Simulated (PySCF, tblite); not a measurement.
# C5H9FO2: a rotation path, then NMR shifts on frames, part 1 of 2

How do NMR shifts of C5H9FO2 (`C=C[C@@H](OC)OCF`) change as the atoms move?

Computed with tblite 0.8.0 and PySCF 2.14.0, with density-fitted response routines of our own, on a single molecule in the gas phase. Atoms are numbered from 0 throughout.

## (1) The molecule as given

17 atoms, charge 0, multiplicity 1; geometry from: GFN2-xTB.

Bonds of the start (Å): C0–C1 1.32, C1–C2 1.50, C2–O3 1.41, O3–C4 1.41, C2–O5 1.41, O5–C6 1.37, C6–F7 1.38, C0–H8 1.08, C0–H9 1.08, C1–H10 1.08, C2–H11 1.11, C4–H12 1.09, C4–H13 1.10, C4–H14 1.10, C6–H15 1.10, C6–H16 1.09.

## (2) The rotation path with GFN2-xTB

What the job is given:

```
{"job": {"kind": "neb", "xc": "GFN2-xTB", "basis": "xTB", "atoms": [1, 2, 5, 6], "turn": 120}, "charge": 0, "multiplicity": 1}
C     -0.830141     1.144535    -2.049457
C     -0.163988     0.121630    -1.550658
C      0.271480     0.029812    -0.114021
O     -0.415632    -0.992830     0.581148
C     -1.743649    -0.667907     0.907784
O      1.641519    -0.296322    -0.115684
C      2.237884    -0.318219     1.118036
F      2.375267     0.959112     1.619759
H     -1.087438     2.002920    -1.449715
H     -1.139347     1.170111    -3.080348
H      0.098590    -0.742977    -2.140849
H      0.106171     0.995883     0.403247
H     -2.130107    -1.516340     1.468347
H     -2.350559    -0.510794     0.009634
H     -1.787262     0.235879     1.527983
H      1.663038    -0.881392     1.866391
H      3.247177    -0.721071     0.988494
```

Method: GFN2-xTB climbing-image nudged elastic band, gas phase.

Started as:

```bash
> OMP_NUM_THREADS=1 python probes_run.py task.json out
```

The driver reads the jobs from task.json and runs them one after another.

The log of the run:

```text
image   E - E0 / eV
  0      -0.0000
  1       0.0121
  2       0.0421
  3       0.0803
  4       0.1147
  5       0.1352
  6       0.1385
  7       0.1319
  8       0.1187
```

Wall time 2.4 s (1 thread of Intel Xeon 6975P-C, shared host); peak memory 0.18 GiB.

The final band, with the dihedral C1–C2–O5–C6:

| image | dihedral (°) | energy (eV) | energy (kcal/mol) |
| --- | --- | --- | --- |
| 0 | 175 | 0.000 | 0.0 |
| 1 | 187 | 0.012 | 0.3 |
| 2 | 199 | 0.042 | 1.0 |
| 3 | 211 | 0.080 | 1.9 |
| 4 | 224 | 0.115 | 2.6 |
| 5 | 238 | 0.135 | 3.1 |
| 6 | 252 | 0.139 | 3.2 |
| 7 | 267 | 0.132 | 3.0 |
| 8 | 275 | 0.119 | 2.7 |

## (3) Nuclear shieldings: image 0, PBE0/pcSseg-1

What the job is given:

```
{"job": {"kind": "nmr", "xc": "PBE0", "basis": "pcSseg-1", "pop": false}, "charge": 0, "multiplicity": 1}
C     -0.830100     1.144500    -2.049500
C     -0.164000     0.121600    -1.550700
C      0.271500     0.029800    -0.114000
O     -0.415600    -0.992800     0.581100
C     -1.743600    -0.667900     0.907800
O      1.641500    -0.296300    -0.115700
C      2.237900    -0.318200     1.118000
F      2.375300     0.959100     1.619800
H     -1.087400     2.002900    -1.449700
H     -1.139300     1.170100    -3.080300
H      0.098600    -0.743000    -2.140800
H      0.106200     0.995900     0.403200
H     -2.130100    -1.516300     1.468300
H     -2.350600    -0.510800     0.009600
H     -1.787300     0.235900     1.528000
H      1.663000    -0.881400     1.866400
H      3.247200    -0.721100     0.988500
```

Method: GIAO PBE0/pcSseg-1 NMR shielding, non-relativistic, gas phase.

The log of the run:

```text
coarse grid: 14272 points
cycle   1  E = -445.4525008204  dE =  1.067e+00  |g| = 8.454e-01  |ddm| = 3.482e+00
cycle   2  E = -445.3495631815  dE =  1.029e-01  |g| = 1.166e+00  |ddm| = 1.231e+00
cycle   3  E = -445.5761263740  dE = -2.266e-01  |g| = 8.581e-02  |ddm| = 7.644e-01
cycle   4  E = -445.5771907334  dE = -1.064e-03  |g| = 4.549e-02  |ddm| = 8.796e-02
cycle   5  E = -445.5775845856  dE = -3.939e-04  |g| = 1.084e-02  |ddm| = 3.783e-02
cycle   6  E = -445.5776035649  dE = -1.898e-05  |g| = 3.587e-03  |ddm| = 9.421e-03
cycle   7  E = -445.5776063285  dE = -2.764e-06  |g| = 7.546e-04  |ddm| = 3.025e-03
final grid: 138408 points
cycle   8  E = -445.6536246648  dE = -3.548e-05  |g| = 1.418e-02  |ddm| = 2.743e-02
cycle   9  E = -445.6535908084  dE =  3.386e-05  |g| = 2.006e-02  |ddm| = 1.938e-02
cycle  10  E = -445.6536613729  dE = -7.056e-05  |g| = 1.436e-03  |ddm| = 1.179e-02
cycle  11  E = -445.6536618204  dE = -4.476e-07  |g| = 2.515e-04  |ddm| = 1.309e-03
cycle  12  E = -445.6536618284  dE = -7.933e-09  |g| = 1.259e-04  |ddm| = 2.230e-04
cycle  13  E = -445.6536618307  dE = -2.352e-09  |g| = 2.238e-05  |ddm| = 7.997e-05
cycle  14  E = -445.6536618308  dE = -8.606e-11  |g| = 7.965e-06  |ddm| = 2.111e-05
converged SCF energy = -445.6536618308

GIAO shielding tensors (ppm)
atom      isotropic    diamagn.    paramagn.     s11        s22        s33       span
  0 C       60.316     255.098    -194.782    -55.849     70.890    165.906    221.755
  1 C       43.420     255.667    -212.247    -70.768     53.163    147.865    218.633
  2 C       80.121     245.079    -164.958     63.176     78.615     98.574     35.398
  3 O      280.988     399.749    -118.761    242.392    254.244    346.328    103.936
  4 C      131.512     245.551    -114.039    101.733    110.815    181.987     80.254
  5 O      201.403     397.316    -195.913    160.458    184.136    259.614     99.156
  6 C       85.200     238.968    -153.768     56.613     80.494    118.492     61.879
  7 F      358.524     474.282    -115.759    246.984    378.473    450.114    203.130
  8 H       26.138      32.077      -5.939     22.336     25.618     30.462      8.126
  9 H       26.004      28.609      -2.605     23.251     25.242     29.519      6.269
 10 H       25.677      31.611      -5.934     23.819     25.073     28.139      4.320
 11 H       26.738      33.959      -7.220     23.637     27.946     28.632      4.995
 12 H       27.863      28.857      -0.994     23.826     25.546     34.218     10.393
 13 H       28.339      30.244      -1.905     24.280     27.121     33.616      9.336
 14 H       28.698      30.511      -1.813     24.945     26.333     34.815      9.870
 15 H       25.679      29.330      -3.652     21.477     27.116     28.442      6.965
 16 H       26.142      26.887      -0.745     21.260     26.233     30.933      9.673
```

Run time: 16 s. Hardware: 1 thread of Intel Xeon 6975P-C, shared host; peak memory 0.82 GiB.

The references, computed at this level on geometries of the same kind, shield at (ppm): 1H TMS 31.72, 13C TMS 186.9, 19F CFCl3 170.9, 17O H2O 336.1. Their shielding less the atom's gives the shift. The references are single molecules in the gas phase, so shifts against H2O, NH3, PH3, H3PO4 or CFCl3 are not on the usual liquid scales and can be off by tens of ppm. Each atom is listed at this fixed geometry, with no averaging over motion; a spectrum would average atoms that exchange fast.

| atoms | environment | σ (ppm) | δ (ppm) |
| --- | --- | --- | --- |
| C1 | alkene CH | 43.4 | 143.5 |
| C0 | terminal =CH2 carbon | 60.3 | 126.6 |
| C2 | sp3 carbon bearing two oxygens | 80.1 | 106.8 |
| C6 | sp3 CH2 bonded to F and O | 85.2 | 101.7 |
| C4 | methyl carbon bonded to O | 131.5 | 55.4 |
| H10 | hydrogen on an alkene CH | 25.68 | 6.04 |
| H15 | hydrogen on an sp3 CH2 bonded to F and O | 25.68 | 6.04 |
| H9 | hydrogen on a terminal =CH2 carbon | 26.00 | 5.71 |
| H8 | hydrogen on a terminal =CH2 carbon | 26.14 | 5.58 |
| H16 | hydrogen on an sp3 CH2 bonded to F and O | 26.14 | 5.57 |
| H11 | hydrogen on an sp3 carbon bearing two oxygens | 26.74 | 4.98 |
| H12 | hydrogen on a methyl carbon bonded to O | 27.86 | 3.85 |
| H13 | hydrogen on a methyl carbon bonded to O | 28.34 | 3.38 |
| H14 | hydrogen on a methyl carbon bonded to O | 28.70 | 3.02 |
| O5 | ether oxygen | 201.4 | 134.7 |
| O3 | ether oxygen | 281.0 | 55.1 |
| F7 | fluorine on an sp3 carbon | 358.5 | -187.6 |

## (4) NMR shieldings: image 3, PBE0/pcSseg-1

What the job is given:

```
{"job": {"kind": "nmr", "xc": "PBE0", "basis": "pcSseg-1", "pop": false}, "charge": 0, "multiplicity": 1}
C     -0.909000     1.025600    -2.152600
C     -0.122500     0.163700    -1.539400
C      0.282900     0.266000    -0.093000
O     -0.315800    -0.760700     0.661000
C     -1.669200    -0.546500     0.967800
O      1.692100     0.119300    -0.038600
C      2.218100    -0.452500     1.090800
F      2.108300     0.380200     2.182200
H     -1.276900     1.910600    -1.659500
H     -1.210200     0.885800    -3.176800
H      0.247400    -0.725600    -2.028000
H     -0.001700     1.252000     0.327300
H     -1.957300    -1.374400     1.612100
H     -2.288500    -0.546900     0.064400
H     -1.810500     0.400900     1.500400
H      1.718600    -1.389200     1.368700
H      3.287200    -0.596400     0.903300
```

With the program's defaults for keys left out, this is: GIAO PBE0/pcSseg-1 NMR shielding, non-relativistic, gas phase.

The log of the run:

```text
coarse grid: 14272 points
cycle   1  E = -445.4503994258  dE =  1.071e+00  |g| = 8.395e-01  |ddm| = 3.484e+00
cycle   2  E = -445.3555864863  dE =  9.481e-02  |g| = 1.143e+00  |ddm| = 1.182e+00
cycle   3  E = -445.5722080870  dE = -2.166e-01  |g| = 8.216e-02  |ddm| = 7.176e-01
cycle   4  E = -445.5731830877  dE = -9.750e-04  |g| = 4.316e-02  |ddm| = 8.300e-02
cycle   5  E = -445.5735423548  dE = -3.593e-04  |g| = 1.054e-02  |ddm| = 3.552e-02
cycle   6  E = -445.5735596479  dE = -1.729e-05  |g| = 3.541e-03  |ddm| = 8.965e-03
cycle   7  E = -445.5735622600  dE = -2.612e-06  |g| = 6.735e-04  |ddm| = 2.950e-03
final grid: 138408 points
cycle   8  E = -445.6502492946  dE = -3.922e-05  |g| = 1.432e-02  |ddm| = 2.755e-02
cycle   9  E = -445.6502163396  dE =  3.296e-05  |g| = 2.006e-02  |ddm| = 1.899e-02
cycle  10  E = -445.6502865008  dE = -7.016e-05  |g| = 1.408e-03  |ddm| = 1.151e-02
cycle  11  E = -445.6502869273  dE = -4.266e-07  |g| = 2.557e-04  |ddm| = 1.282e-03
cycle  12  E = -445.6502869356  dE = -8.257e-09  |g| = 1.271e-04  |ddm| = 2.287e-04
cycle  13  E = -445.6502869380  dE = -2.423e-09  |g| = 2.275e-05  |ddm| = 8.029e-05
cycle  14  E = -445.6502869381  dE = -8.640e-11  |g| = 9.480e-06  |ddm| = 2.308e-05
converged SCF energy = -445.6502869381

GIAO shielding tensors (ppm)
atom      isotropic    diamagn.    paramagn.     s11        s22        s33       span
  0 C       61.151     255.119    -193.968    -55.599     72.241    166.809    222.408
  1 C       41.616     255.913    -214.297    -72.643     54.095    143.395    216.038
  2 C       79.216     243.965    -164.749     65.378     76.719     95.553     30.175
  3 O      282.643     400.997    -118.354    247.469    268.649    331.811     84.342
  4 C      131.316     245.040    -113.724    100.495    111.162    182.292     81.797
  5 O      212.445     397.835    -185.390    165.726    220.314    251.295     85.569
  6 C       87.036     238.901    -151.865     56.015     81.008    124.085     68.070
  7 F      353.460     474.348    -120.888    256.786    360.061    443.533    186.747
  8 H       26.155      31.837      -5.682     22.295     25.646     30.523      8.229
  9 H       26.009      28.698      -2.689     23.137     25.270     29.620      6.484
 10 H       25.818      32.060      -6.242     23.638     25.261     28.556      4.919
 11 H       26.668      33.062      -6.394     23.883     27.328     28.794      4.911
 12 H       27.807      29.036      -1.229     23.757     25.525     34.137     10.380
 13 H       28.296      30.290      -1.994     24.129     27.093     33.666      9.538
 14 H       28.662      30.263      -1.600     24.836     26.275     34.876     10.040
 15 H       25.422      29.666      -4.245     21.851     26.053     28.361      6.511
 16 H       26.187      26.958      -0.771     21.091     26.462     31.008      9.917
```

It took 16 s on 1 thread of Intel Xeon 6975P-C, shared host; peak memory 0.83 GiB.

This run: δ C1 145.3, C0 125.8, C2 107.7, C6 99.9, H15 6.30, H10 5.90 ppm.

(Continued in part 2 of 2.)
